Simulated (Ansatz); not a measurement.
Rb3BiF6, space group Fm-3m, a band structure

Computed with the Ansatz DFT code, driven from Python.

The cells in order, each with its output:

**Cell 1**
```python
from pathlib import Path
import warnings

import ansatz as az
from ase import Atoms
import numpy as np
```

**Cell 2**
```python
warnings.simplefilter('ignore', az.DeckWarning)
```

**Cell 3**
```python
atoms = Atoms(
    ['Rb', 'Rb', 'Rb', 'Bi', 'F', 'F', 'F', 'F', 'F', 'F'],
    scaled_positions=[
        (0.75, 0.75, 0.75),
        (0.25, 0.25, 0.25),
        (0.5, 0.5, 0.5),
        (0.0, 0.0, 0.0),
        (0.768923, 0.231077, 0.231077),
        (0.231077, 0.231077, 0.768923),
        (0.231077, 0.768923, 0.768923),
        (0.231077, 0.768923, 0.231077),
        (0.768923, 0.231077, 0.768923),
        (0.768923, 0.768923, 0.231077),
    ],
    cell=[
        (0.0, 4.857528, 4.857528),
        (4.857528, 0.0, 4.857528),
        (4.857528, 4.857528, 0.0),
    ],
    pbc=True,
)
structure = az.Crystal.from_ase(atoms)
```

**Cell 4**
```python
structure.resolved().sites[-1]
```
Output:
```text
Site(symbol='F', position=(0.768923, 0.768923, 0.231077), moment=None, axis=None, held=None, saved=None)
```

**Cell 5**
```python
path = [
    ('K', (0.375, 0.375, 0.75)),
    ('G', (0.0, 0.0, 0.0)),
    ('L', (0.5, 0.5, 0.5)),
    ('W', (0.5, 0.25, 0.75)),
    ('X', (0.5, 0.0, 0.5)),
]
job = structure.calculation()
job = job.occupations('Fixed').kpoints(spacing=0.36)
job = job.functional('LDA')
job = job.band_structure([point for _, point in path], intervals=8)
job = job.scf(extra_bands=8)
def show(event):
    row = event['data']
    if event['event'] == 'scf_iter' and row.get('harris_foulkes_ev') is not None:
        print(f'  iteration {row["iter"]:3d}  Harris-Foulkes {row["harris_foulkes_ev"]:.5f} eV  residual {row["dr2_ev"]:.2e}')
```

**Cell 6**
```python
done = job.session().plan().execute(on_event=show)
summary = done.report
```
Output:
```text
  iteration   1  Harris-Foulkes -26369.49921 eV  residual 3.78e-01
  iteration   2  Harris-Foulkes -26369.40978 eV  residual 3.09e-02
  iteration   3  Harris-Foulkes -26369.40101 eV  residual 3.68e-03
  iteration   4  Harris-Foulkes -26369.40005 eV  residual 1.06e-04
  iteration   5  Harris-Foulkes -26369.40005 eV  residual 3.61e-06
  iteration   6  Harris-Foulkes -26369.39986 eV  residual 1.42e-07
  iteration   7  Harris-Foulkes -26369.39986 eV  residual 8.56e-09
```

**Cell 7**
```python
summary['converged'], summary['free_energy_ev']
```
Output:
```text
(True, -26369.39986178103)
```

**Cell 8**
```python
done.lattice.cell_ang
```
Output:
```text
array([[0.      , 4.857528, 4.857528],
       [4.857528, 0.      , 4.857528],
       [4.857528, 4.857528, 0.      ]])
```

**Cell 9**
```python
n_atoms = len(summary['lattice']['sites'])
print('F =', round(summary['free_energy_ev'], 4), 'eV for', n_atoms, 'atoms')
print('E(sigma -> 0) =', round(summary['energy_sigma0_ev'], 4), 'eV, TS =', round(summary['entropy_ts_ev'], 5), 'eV')
print('closed by', summary['closed_by'], 'after', summary['n_iterations'], 'iterations')
```
Output:
```text
F = -26369.3999 eV for 10 atoms
E(sigma -> 0) = -26369.3999 eV, TS = 0.0 eV
closed by deck_thresholds after 7 iterations
```

**Cell 10**
```python
lines = ['| quantity | value |', '|---|---|']
lines.append(f'| free energy per atom | {summary["free_energy_ev"] / len(done.lattice.sites):.4f} eV |')
lines.append(f'| Fermi level | {summary["fermi_energy_ev"]:.3f} eV |')
lines.append(f'| volume per atom | {summary["setup"]["cell_volume_ang3"] / len(done.lattice.sites):.3f} A^3 |')
lines.append(f'| valence electrons | {summary["n_electrons"]:g} |')
Path('summary.md').write_text('\n'.join(lines) + '\n')
```
Output:
```text
159
```

**Cell 11**
```python
bands = done.band_structure()
fermi = bands.fermi_energy_ev
print(f'zero of the bands: {fermi:.3f} eV, the Fermi level found on the SCF mesh')
levels = bands.channels[0].eigenvalues_ev - fermi
filled = round(summary['n_electrons']) // 2
valence, conduction = levels[:, filled - 1], levels[:, filled]
print('k (fractions)              top valence  bottom conduction (eV)')
for k, lo, hi in zip(bands.kpoints_frac, valence, conduction):
    print(f'{k[0]:7.3f} {k[1]:7.3f} {k[2]:7.3f} {lo:12.3f} {hi:13.3f}')
print(f'on this path: least direct gap {np.min(conduction - valence):.3f} eV, least gap {conduction.min() - valence.max():.3f} eV')
```
Output:
```text
zero of the bands: 2.536 eV, the Fermi level found on the SCF mesh
k (fractions)              top valence  bottom conduction (eV)
  0.375   0.375   0.750       -0.225         4.875
  0.328   0.328   0.656       -0.156         4.826
  0.281   0.281   0.562       -0.117         4.612
  0.234   0.234   0.469       -0.127         4.440
  0.188   0.188   0.375       -0.187         4.314
  0.141   0.141   0.281       -0.285         4.229
  0.094   0.094   0.188       -0.393         4.175
  0.047   0.047   0.094       -0.478         4.143
  0.000   0.000   0.000       -0.510         4.132
  0.062   0.062   0.062       -0.488         4.140
  0.125   0.125   0.125       -0.427         4.161
  0.188   0.188   0.188       -0.340         4.197
  0.250   0.250   0.250       -0.241         4.246
  0.312   0.312   0.312       -0.146         4.303
  0.375   0.375   0.375       -0.069         4.360
  0.437   0.437   0.437       -0.018         4.404
  0.500   0.500   0.500        0.000         4.421
  0.500   0.469   0.531       -0.008         4.437
  0.500   0.438   0.562       -0.031         4.485
  0.500   0.406   0.594       -0.066         4.561
  0.500   0.375   0.625       -0.108         4.660
  0.500   0.344   0.656       -0.149         4.773
  0.500   0.312   0.688       -0.185         4.890
  0.500   0.281   0.719       -0.208         4.992
  0.500   0.250   0.750       -0.217         5.041
  0.500   0.219   0.719       -0.222         4.969
  0.500   0.188   0.688       -0.238         4.902
  0.500   0.156   0.656       -0.262         4.842
  0.500   0.125   0.625       -0.289         4.792
  0.500   0.094   0.594       -0.317         4.751
  0.500   0.062   0.562       -0.340         4.721
  0.500   0.031   0.531       -0.355         4.703
  0.500   0.000   0.500       -0.360         4.697
on this path: least direct gap 4.421 eV, least gap 4.132 eV
```

It writes `summary.md`:
```text
| quantity | value |
|---|---|
| free energy per atom | -2636.9400 eV |
| Fermi level | 2.536 eV |
| volume per atom | 22.923 A^3 |
| valence electrons | 84 |
```

Notes:
- Total energies depend on the potentials; only differences at equal settings carry meaning.
- Spin-orbit coupling, left out here, can change this gap by several tenths of an eV, and inverted bands can meet off the mesh.
- With fixed filling the reported Fermi level is the top filled level among the k-points of the SCF.
- This cell is a computed structure, which may not be the phase found in nature.
- Gaps and levels are Kohn-Sham values on a finite set of k-points, without spin-orbit coupling.
- By the engine's processor time: 13 s on 1 thread of Intel(R) Xeon(R) Processor @ 2.30GHz, on a shared host, peak memory 0.73 GiB.
